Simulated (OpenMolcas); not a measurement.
# Cu⁴⁺ among point charges: CASSCF and CASPT2 levels and susceptibility

How does a field of 4 point charges split the states of Cu⁴⁺, and what χT follows?

Program: OpenMolcas 26.06. Level of theory: state-averaged CASSCF and CASPT2, spin-orbit coupling by RASSI with atomic mean-field integrals. These are calculated values, not measurements, unless marked.

**1. Starting point**

```
Species                           : Cu⁴⁺ (copper, Z = 29, 25 electrons)
Basis                             : ANO-RCC-VTZP [6s5p3d2f1g], 59 functions
Scalar Hamiltonian                : DKH2, point nucleus
Inactive shells                   : 1s 2s 2p 3s 3p
Active space                      : 7 electrons in 5 orbitals (3d)
Some configurations of this space : 3d7
Orbitals                          : optimised for each spin and parity, averaged over all roots
```

The outer shells:

3d7
```
3d [↑↓][↑↓][↑ ][↑ ][↑ ]
```

The ion sits among 4 point charges of -1.5 e arranged as a tetrahedron (Td), 2.02 Å from the ion.

Each step is its own input file, run in one work folder so that later steps find the files of earlier ones. Labels, J, g values, rates, χT and fits are worked out afterwards by a script from the matrices that RASSI stores.

**2. One- and two-electron integrals**

a.inp

```
&GATEWAY
Coord
1

Cu 0.0 0.0 0.0
Basis=ANO-RCC-VTZP
Group=NoSym
NoMove
AngMom=0.0 0.0 0.0
AMFI
XField
4 Angstrom 0
1.166248 1.166248 1.166248 -1.500000
1.166248 -1.166248 -1.166248 -1.500000
-1.166248 1.166248 -1.166248 -1.500000
-1.166248 -1.166248 1.166248 -1.500000
&SEWARD
```

The run is started by

```
OMP_NUM_THREADS=1 MOLCAS_MEM=1689 MOLCAS_PROJECT=a pymolcas a.inp > a.log
```

**3. Reference wave functions, quartets, 10 roots**

a.inp

```
&RASSCF
FileOrb=start.orb
Symmetry=1
Spin=4
nActEl=7 0 0
Inactive=9
Ras2=5
CIRoot=10 10 1
SDav=10
CIMx=300
Iter=120 100
PrWF=0.3
OrbListing=Nothing
MaxOrb=0
>>> COPY $Project.JobIph JOB001
```

start.orb holds the contracted functions of the basis, ordered by shell, or the orbitals of the step before.

**4. CASSCF: doublets, 40 roots**

a.inp

```
&RASSCF
FileOrb=start.orb
Symmetry=1
Spin=2
nActEl=7 0 0
Inactive=9
Ras2=5
CIRoot=40 40 1
SDav=40
CIMx=300
Iter=120 100
PrWF=0.3
OrbListing=Nothing
MaxOrb=0
>>> COPY $Project.JobIph JOB002
```

**5. RASSI: spin-orbit coupling between the states**

a.inp

```
&RASSI
NrOfJobIphs=2 10 40
1 2 3 4 5 6 7 8 9 10
1 2 3 4 5 6 7 8 9 10 11 12 13 14 15 16 17 18 19 20 21 22 23 24 25 26 27
28 29 30 31 32 33 34 35 36 37 38 39 40
IphNames
JOB001
JOB002
EJob
SpinOrbit
DIPRint=1.0
SOCoupling=1000.0
Subsets=2
Property=9
'ANGMOM' 1 'ANGMOM' 2 'ANGMOM' 3 'MLTPL  1' 1 'MLTPL  1' 2 'MLTPL  1' 3
'AMFI' 1 'AMFI' 2 'AMFI' 3
SOProperty=3
'ANGMOM' 1 'ANGMOM' 2 'ANGMOM' 3
```

**6. CASPT2: IPEA 0.25, imaginary shift 0.1 (closed shells correlated: 3s 3p)**

a.inp

```
>>> COPY JOB001 $Project.JobIph
&CASPT2
Multistate=10 1 2 3 4 5 6 7 8 9 10
NoMult
Frozen=5
IPEA=0.25
Imaginary=0.1
MaxIter=60
WThr=0.0 0.3 0.05
PrWF=0.5
NoMix
>>> COPY JOB002 $Project.JobIph
&CASPT2
Multistate=40 1 2 3 4 5 6 7 8 9 10 11 12 13 14 15 16 17 18 19 20 21 22
23 24 25 26 27 28 29 30 31 32 33 34 35 36 37 38 39 40
NoMult
Frozen=5
IPEA=0.25
Imaginary=0.1
MaxIter=60
WThr=0.0 0.3 0.05
PrWF=0.5
NoMix
```

(Steps that only read results are left out.)

Q: Predict the outcome of this session. Wanted: spin-free ground state; first state of the same spin within the active space; lowest level; next level.

The runs gave:

| quantity | value |
| --- | --- |
| method | SS-CASPT2, IPEA 0.25, imaginary shift 0.1 (closed shells correlated: 3s 3p) |
| spin-free ground state | 4A2, 1-fold in its orbital part |
| first state of the same spin within the active space | 4T2 at 335 cm⁻¹ |
| lowest level | 4-fold Γ8 |
| next level | 235.0 cm⁻¹ |
| χT at 300 K | 5.38 cm³ K/mol |
| effective moment at 300 K | 6.56 μB |

Cost by method:

```csv
method,time of its own steps,time with the reference
A. CASSCF,20 s,20 s
"B. SS-CASPT2, IPEA 0.25, imaginary shift 0.1, +3s 3p",22 s,41 s
```

Times are of one thread on a shared host.

In words: The spin-free ground state (4A2) comes to 100 % from free-ion F terms and keeps the highest spin of the shell. χT at 300 K is 5.38, against 1.88 cm³ K/mol for the spin alone, so orbital moment adds to it. CASPT2 does not keep the components of a term degenerate, and the means are used. The field of point charges can differ much from that of real complexes. Point charges carry no covalency, so the field is a model and not that of real ligands.
